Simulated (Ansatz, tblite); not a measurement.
# C₂₁H₁₈N₂S₃: rung by rung

Aim: run the singlet of C₂₁H₁₈N₂S₃ at one geometry on many levels, and compare frontier levels, spin and run time.

Program: Ansatz 0.2.0, Gaussian basis. Level of theory: as each input shows. These are calculated values, not measurements.

The runs, in order: GFN1-xTB, GFN2-xTB, PBE-D4/def2-TZVP, r2SCAN-D4/def2-TZVP, PBE-QIDH/def2-TZVP, HF/def2-TZVP, CAM-B3LYP-D4/def2-TZVP, PBE-D4/def2-SVP, PBE0-D4/def2-SVP, HF/STO-3G, MP2/def2-SVP, RPA/def2-SVP.

### Step 1. The structure

The singlet was relaxed beforehand with PBE-D4/def2-SVP.

SMILES `CN(C)c1ccc(/C=C/c2ccc(/C=C/c3ccc(/C=C/C#N)s3)s2)s1`, 44 atoms, charge 0, spin multiplicity 1.

Bond lengths: C1–N2 1.450 Å, C1–H27 1.106 Å, C1–H28 1.116 Å, C1–H29 1.110 Å, N2–C3 1.450 Å, N2–C4 1.370 Å, C3–H30 1.107 Å, C3–H31 1.111 Å, C3–H32 1.117 Å, C4–C5 1.403 Å, C4–S26 1.759 Å, C5–C6 1.414 Å, C5–H33 1.096 Å, C6–C7 1.398 Å, C6–H34 1.100 Å, C7–C8 1.428 Å, C7–S26 1.768 Å, C8–C9 1.376 Å and more. Angles: N2–C1–H27 109.3°, N2–C1–H28 112.7°, N2–C1–H29 110.5°, H27–C1–H28 108.5°, H27–C1–H29 107.8°, H28–C1–H29 107.9°, C1–N2–C3 119.2°, C1–N2–C4 118.1°, C3–N2–C4 119.6°, N2–C3–H30 109.6°, N2–C3–H31 110.1°, N2–C3–H32 113.0°, H30–C3–H31 107.7°, H30–C3–H32 108.5°, H31–C3–H32 107.8°, N2–C4–C5 128.5°, N2–C4–S26 120.4°, C5–C4–S26 111.1° and more.

PBE0-D4/def2-TZVP was run before; its log isn't repeated, and its numbers join the tables.

### Step 2. GFN1-xTB

Tight binding, by tblite at 300 K electronic temperature and without a spin-polarisation term:

```python
tblite.interface.Calculator('GFN1-xTB', numbers, positions, charge=0, uhf=0).singlepoint()
```

Energy -1944.2258 eV, HOMO -10.02 eV, LUMO -8.88 eV; 0.13 s.

### Step 3. GFN2-xTB

Tight binding, by tblite at 300 K electronic temperature and without a spin-polarisation term:

```python
tblite.interface.Calculator('GFN2-xTB', numbers, positions, charge=0, uhf=0).singlepoint()
```

Energy -1894.2348 eV, HOMO -9.32 eV, LUMO -8.23 eV; 0.11 s.

### Step 4. PBE-D4/def2-TZVP

start.molden holds the orbitals of an earlier run on this state, given as this run's starting guess.

in.yaml reads:

```yaml
crystal:
  periodic: [false, false, false]
  atoms:
    - {symbol: C, position_ang: [-8.865914, -1.554072, -0.454010]}
    - {symbol: N, position_ang: [-7.438328, -1.801202, -0.509079]}
    - {symbol: C, position_ang: [-6.925651, -3.087258, -0.078919]}
    - {symbol: C, position_ang: [-6.597672, -0.720496, -0.562452]}
    - {symbol: C, position_ang: [-6.922719, 0.630628, -0.752732]}
    - {symbol: C, position_ang: [-5.779640, 1.461748, -0.788927]}
    - {symbol: C, position_ang: [-4.564610, 0.794517, -0.609533]}
    - {symbol: C, position_ang: [-3.251388, 1.353676, -0.577094]}
    - {symbol: C, position_ang: [-2.069886, 0.674826, -0.385004]}
    - {symbol: C, position_ang: [-0.766152, 1.272800, -0.344414]}
    - {symbol: C, position_ang: [-0.367904, 2.612795, -0.494361]}
    - {symbol: C, position_ang: [1.021762, 2.801097, -0.381618]}
    - {symbol: C, position_ang: [1.743610, 1.619709, -0.140986]}
    - {symbol: C, position_ang: [3.157437, 1.487981, 0.023821]}
    - {symbol: C, position_ang: [3.844171, 0.321000, 0.267060]}
    - {symbol: C, position_ang: [5.265613, 0.208993, 0.430389]}
    - {symbol: C, position_ang: [6.272981, 1.192873, 0.384032]}
    - {symbol: C, position_ang: [7.566405, 0.686490, 0.594693]}
    - {symbol: C, position_ang: [7.603992, -0.701215, 0.810368]}
    - {symbol: C, position_ang: [8.714502, -1.576603, 1.058381]}
    - {symbol: C, position_ang: [10.032763, -1.202007, 1.136532]}
    - {symbol: C, position_ang: [11.078822, -2.127391, 1.385355]}
    - {symbol: N, position_ang: [11.959242, -2.882699, 1.590977]}
    - {symbol: S, position_ang: [5.980158, -1.354608, 0.742503]}
    - {symbol: S, position_ang: [0.637254, 0.258457, -0.061502]}
    - {symbol: S, position_ang: [-4.860147, -0.934462, -0.387594]}
    - {symbol: H, position_ang: [-9.407881, -2.511779, -0.564841]}
    - {symbol: H, position_ang: [-9.183346, -1.076357, 0.503451]}
    - {symbol: H, position_ang: [-9.178141, -0.889357, -1.285680]}
    - {symbol: H, position_ang: [-7.664811, -3.877455, -0.310656]}
    - {symbol: H, position_ang: [-5.990736, -3.328780, -0.627765]}
    - {symbol: H, position_ang: [-6.698577, -3.123383, 1.013832]}
    - {symbol: H, position_ang: [-7.949780, 0.998748, -0.860461]}
    - {symbol: H, position_ang: [-5.823763, 2.550575, -0.935278]}
    - {symbol: H, position_ang: [-3.223232, 2.447640, -0.719259]}
    - {symbol: H, position_ang: [-2.111596, -0.419235, -0.243535]}
    - {symbol: H, position_ang: [-1.080873, 3.426994, -0.681716]}
    - {symbol: H, position_ang: [1.520216, 3.777233, -0.469448]}
    - {symbol: H, position_ang: [3.717865, 2.435030, -0.056398]}
    - {symbol: H, position_ang: [3.266534, -0.616205, 0.346928]}
    - {symbol: H, position_ang: [6.057334, 2.253952, 0.199370]}
    - {symbol: H, position_ang: [8.470891, 1.310599, 0.592441]}
    - {symbol: H, position_ang: [8.479191, -2.645082, 1.197286]}
    - {symbol: H, position_ang: [10.331995, -0.148709, 1.005826]}
basis:
  gaussian: {orbitals: def2-TZVP, fitting: {mean_field: def2-universal-jkfit}, initial_orbitals: start.molden}
hamiltonian: {xc: pbe, dispersion: d4}
scf: {omitted_lower_state_checks: [starts]}
output: {orbitals: {seedname: orbitals}}
```

Run with:

```bash
> ansatz run in.yaml --threads 2 --pin off --events-out ev --progress --plain --max-ram 32768MiB --backend cuda --devices 0, --max-vram 18GiB
```

Further steps of the session: r2SCAN-D4/def2-TZVP; PBE-QIDH/def2-TZVP; HF/def2-TZVP; CAM-B3LYP-D4/def2-TZVP; PBE-D4/def2-SVP; PBE0-D4/def2-SVP; HF/STO-3G; MP2/def2-SVP; RPA/def2-SVP.

**Question.** What will the summary of the whole plan be? Wanted: gap in def2-TZVP, named functionals and Hartree-Fock, smallest and largest; correlation energy, MP2/def2-SVP; binding an atom, functionals in def2-TZVP; PBE0 total energy, smallest basis above largest.

**Answer**, as computed:

| quantity | value |
| --- | --- |
| gap in def2-TZVP, named functionals and Hartree-Fock, smallest and largest | 1.24 eV (PBE-D4), 6.63 eV (HF) |
| correlation energy, MP2/def2-SVP | -95.05 eV |
| binding an atom, functionals in def2-TZVP | 4.88 (CAM-B3LYP-D4) to 5.11 eV (PBE-D4) |
| PBE0 total energy, smallest basis above largest | 37.63 eV (def2-SVP, def2-TZVP) |

**Reading.** Over the named functionals and Hartree-Fock in def2-TZVP the gap runs from 1.24 eV (PBE-D4) to 6.63 eV (HF); exact exchange widens it.
